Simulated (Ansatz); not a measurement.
# NbBr3 (ReO3 type): a single-point run

Aim: a sound single-point run of NbBr3 (ReO3 type). The structure is shown as the input types it.

Program: Ansatz 0.2.0. Level of theory: DFT, r2SCAN, PAW with Ansatz's default frozen-core files, scalar-relativistic (as first typed). These are calculated values, not measurements.

### Step 1. The starting structure

It takes space group Pm-3m (No. 221, cubic). The conventional cell has a = 5.171 Å, b = 5.171 Å, c = 5.171 Å, α = 90.00°, β = 90.00°, γ = 90.00°. Nb (site symmetry m-3m) has 6 Br at 2.59 Å as nearest neighbours. Br (site symmetry 4/mmm) is surrounded by 2 Nb at 2.59 Å.

Coordinates:

```xyz
4
Lattice="5.1710 0.0000 0.0000 0.0000 5.1710 0.0000 0.0000 0.0000 5.1710" Properties=species:S:1:pos:R:3 pbc="T T T"
Nb    0.0000    0.0000    0.0000
Br    2.5855    0.0000    0.0000
Br    0.0000    2.5855    0.0000
Br    0.0000    0.0000    2.5855
```

### Step 2. The calculation

The input, input.yaml:

```yaml
crystal:
  lattice:
    - [5.1710013081, 0.0, 0.0]
    - [0.0, 5.1710013081, 0.0]
    - [0.0, 0.0, 5.1710013081]
  atoms:
    - { symbol: Nb, position: [0.0, 0.0, 0.0] }
    - { symbol: Br, position: [0.5, 0.0, 0.0] }
    - { symbol: Br, position: [0.0, 0.5, 0.0] }
    - { symbol: Br, position: [0.0, 0.0, 0.5] }
kpoints:
  mp_grid: { grid: [7, 7, 7] }
  band_path:
    path:
      - [0.0, 0.0, 0.0]
      - [0.0, 0.5, 0.0]
      - [0.5, 0.5, 0.0]
      - [0.0, 0.0, 0.0]
      - [0.5, 0.5, 0.5]
      - [0.0, 0.5, 0.0]
      - [0.5, 0.5, 0.5]
      - [0.5, 0.5, 0.0]
    npoints: 14
scf:
  occupations: { method: fermi_dirac, width: 0.08 }
  mixing: { algorithm: anderson, beta: 0.001, ndim: 1 }
  max_iter: 80
hamiltonian:
  xc: r2scan
  pseudopotentials: { kind: paw }
output:
  forces: true
  stress: true
  eigenvalues: true
  efg: { contact_densities: true }
  populations: true
```

On the command line:

```console
$ ansatz run input.yaml --threads 1 --pin off --max-ram 3072MiB --backend cpu --events-out ev --progress --plain --runs-dir out
```

What happens when this is run?

The run converged and reported no error, with warnings (gradients without spin orbit). That alone doesn't make the input a sound one.

In the input, scf.mixing.algorithm is anderson; scf.mixing.beta is 0.001; scf.mixing.ndim is 1. What could go wrong: mixing too weak. The residual crept for many cycles and then fell at once, which so weak a step can't do by itself: the program changed its mixing. Several mixing settings were changed at once, so this run can't tell how much each is to blame.

Run again and compare: delete scf.mixing.algorithm, scf.mixing.beta and scf.mixing.ndim (the default then holds).
